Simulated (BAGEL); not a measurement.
# B3LYP/6-31G(d) (density fitting with cc-pvqz-jkfit, spherical functions) run of AlF3 (SMILES F[Al](F)F)

Aim: the energy change on altering one bond length of AlF3 at B3LYP/6-31G* (density fitting with cc-pvqz-jkfit, spherical functions), from 2 runs. 

The calculation is run with BAGEL 1.2.2.

2 further runs of the same task are left out: 1 that didn't finish, 1 set aside as unsound or not needed.

**1. The molecule**

AlF3: 4 atoms, total charge 0, spin state singlet. SMILES: `F[Al](F)F`. The shape is that of a PBE0-D4/def2-TZVP optimisation.

Bond lengths: F1–Al2 1.629 Å, Al2–F3 1.629 Å, Al2–F4 1.629 Å. Angles: F1–Al2–F3 120.0°, F1–Al2–F4 120.0°, F3–Al2–F4 120.0°.

**2. A single-point energy at B3LYP/6-31G(d) (density fitting with cc-pvqz-jkfit, spherical functions)**

input.json

```json
{ "bagel": [

{
  "title": "molecule",
  "basis": "6-31gs.json",
  "df_basis": "cc-pvqz-jkfit",
  "angstrom": true,
  "geometry": [
    { "atom": "F", "xyz": [    0.859410,   -0.722590,    1.180170 ] },
    { "atom": "Al", "xyz": [    0.000000,   -0.000010,    0.000000 ] },
    { "atom": "F", "xyz": [   -1.440740,   -0.612530,   -0.450110 ] },
    { "atom": "F", "xyz": [    0.581330,    1.335130,   -0.730040 ] }
  ]
},
{
  "title": "ks",
  "xc_func": "b3lyp"
},
{
  "title": "print",
  "file": "orbitals.molden",
  "orbitals": true
}

]}
```

The basis set 6-31G* is read from a file made from the Basis Set Exchange's data (not shown).

The run is started by

```sh
$ BAGEL_NUM_THREADS=1 BAGEL input.json > input.out
```

Log:

```text
* using 1 threads per process

  ===============================================================
  ===============================================================

  *** Geometry ***

  { "atom" : "F", "xyz" : [      1.624050,     -1.365497,      2.230198 ] },
  { "atom" : "Al", "xyz" : [      0.000000,     -0.000019,      0.000000 ] },
  { "atom" : "F", "xyz" : [     -2.722604,     -1.157514,     -0.850585 ] },
  { "atom" : "F", "xyz" : [      1.098554,      2.523030,     -1.379576 ] },

  Number of auxiliary basis functions:      466

  Since a DF basis is specified, we compute 2- and 3-index integrals:
    o Being stored without compression. Storage requirement is 0.013 GB

  Number of basis functions:       60
  Number of electrons      :       40

    * METHOD: MOLECULE                             0.12

  *** Kohn-Sham DFT ***

    * Removing 5659 points whose weight is below 1.00e-10
    * Grid points: 53965

  === Nuclear Repulsion ===
   159.6005261539

       - DIIS with orbital gradients will be used.

  === KS iteration (b3lyp / 6-31gs.json) ===
      0       -523.44918237          0.16222495           0.12
      1       -513.21210147          0.20882032           0.09
      2       -529.72780554          0.15316990           0.08
      3       -541.92643966          0.02888519           0.08
      4       -542.08120309          0.01803552           0.08
      5       -542.12578598          0.01232028           0.08
      6       -542.15438263          0.00608309           0.08
      7       -542.16314825          0.00070959           0.08
      8       -542.16326774          0.00009338           0.08
      9       -542.16326913          0.00005580           0.12
     10       -542.16326989          0.00000229           0.12
     11       -542.16326990          0.00000084           0.09
     12       -542.16326990          0.00000050           0.09
     13       -542.16326990          0.00000005           0.09
     14       -542.16326990          0.00000001           0.09
    * SCF iteration converged.

    * Permanent dipole moment:
           (   -0.000016,     0.000040,     0.000012) a.u.

    * METHOD: KS                                   1.50

    * METHOD: PRINT                                0.00

  ===============================================================
```

Run time: 1.9 s. Hardware: 1 thread of Intel Xeon 6975P-C (Granite Rapids), shared host; peak memory 0.19 GiB.

**3. The distorted shape at the same level**

input.json

```json
{ "bagel" : [

{
  "title" : "molecule",
  "basis" : "6-31gs.json",
  "df_basis" : "cc-pvqz-jkfit",
  "angstrom" : true,
  "geometry" : [
    { "atom" : "F", "xyz" : [       1.579744,      -0.416345,       1.405214 ] },
    { "atom" : "Al", "xyz" : [       0.720334,       0.306235,       0.225044 ] },
    { "atom" : "F", "xyz" : [      -1.440740,      -0.612530,      -0.450110 ] },
    { "atom" : "F", "xyz" : [       1.301664,       1.641375,      -0.504996 ] }
  ]
},

{ "title" : "ks", "xc_func" : "b3lyp" },

{ "title" : "print", "file" : "orbitals.molden", "orbitals" : true }

]}
```

The basis set 6-31G* is read from a file made from the Basis Set Exchange's data (not shown).

The run is started by

```sh
$ BAGEL_NUM_THREADS=1 BAGEL input.json > input.out
```

Log:

```text
* using 1 threads per process

  ===============================================================
  ===============================================================

  *** Geometry ***

  { "atom" : "F", "xyz" : [      2.985284,     -0.786778,      2.655470 ] },
  { "atom" : "Al", "xyz" : [      1.361234,      0.578700,      0.425272 ] },
  { "atom" : "F", "xyz" : [     -2.722604,     -1.157514,     -0.850585 ] },
  { "atom" : "F", "xyz" : [      2.459788,      3.101749,     -0.954304 ] },

  Number of auxiliary basis functions:      466

  Since a DF basis is specified, we compute 2- and 3-index integrals:
    o Being stored without compression. Storage requirement is 0.013 GB

  Number of basis functions:       60
  Number of electrons      :       40

    * METHOD: MOLECULE                             0.12

  *** Kohn-Sham DFT ***

    * Removing 4999 points whose weight is below 1.00e-10
    * Grid points: 54625

  === Nuclear Repulsion ===
   140.6945857669

       - DIIS with orbital gradients will be used.

  === KS iteration (b3lyp / 6-31gs.json) ===
      0       -522.89281250          0.15490019           0.12
      1       -507.54624720          0.23583094           0.09
      2       -528.97229996          0.14957142           0.08
      3       -541.83027621          0.01906037           0.08
      4       -540.79479398          0.06750266           0.08
      5       -542.03098075          0.00490518           0.08
      6       -542.03301309          0.00379680           0.08
      7       -542.03636561          0.00192335           0.08
      8       -542.03647633          0.00195299           0.08
      9       -542.03748282          0.00006812           0.10
     10       -542.03748437          0.00001570           0.08
     11       -542.03748443          0.00000308           0.08
     12       -542.03748443          0.00000049           0.08
     13       -542.03748443          0.00000015           0.08
     14       -542.03748443          0.00000003           0.08
     15       -542.03748443          0.00000002           0.08
     16       -542.03748443          0.00000000           0.08
    * SCF iteration converged.

    * Permanent dipole moment:
           (   -0.854561,    -0.363256,    -0.266978) a.u.

    * METHOD: KS                                   1.58

    * METHOD: PRINT                                0.00

  ===============================================================
```

It took 2 s on 1 thread of Intel Xeon 6975P-C (Granite Rapids), shared host; peak memory 0.19 GiB.

**4. Summary of results**

At B3LYP/6-31G* (density fitting with cc-pvqz-jkfit, spherical functions):

| quantity | value |
| --- | --- |
| first shape: total energy | -542.16327 Eh |
| first shape: dipole moment | 0.00 D |
| first shape: HOMO energy | -10.80 eV |
| first shape: LUMO energy | -1.56 eV |
| first shape: HOMO–LUMO gap | 9.24 eV |
| distorted shape: total energy | -542.03748 Eh |
| distorted shape: dipole moment | 2.46 D |
| distorted shape: HOMO energy | -8.26 eV |
| distorted shape: LUMO energy | -3.62 eV |
| distorted shape: HOMO–LUMO gap | 4.65 eV |
| energy change with the Al2–F3 bond stretched from 1.629 to 2.443 Å | 3.423 eV |

**Reading.** With the Al2–F3 bond stretched from 1.629 to 2.443 Å the energy rises by 3.42 eV (79 kcal/mol). The first shape isn't relaxed at this level, so the change isn't measured from a minimum.
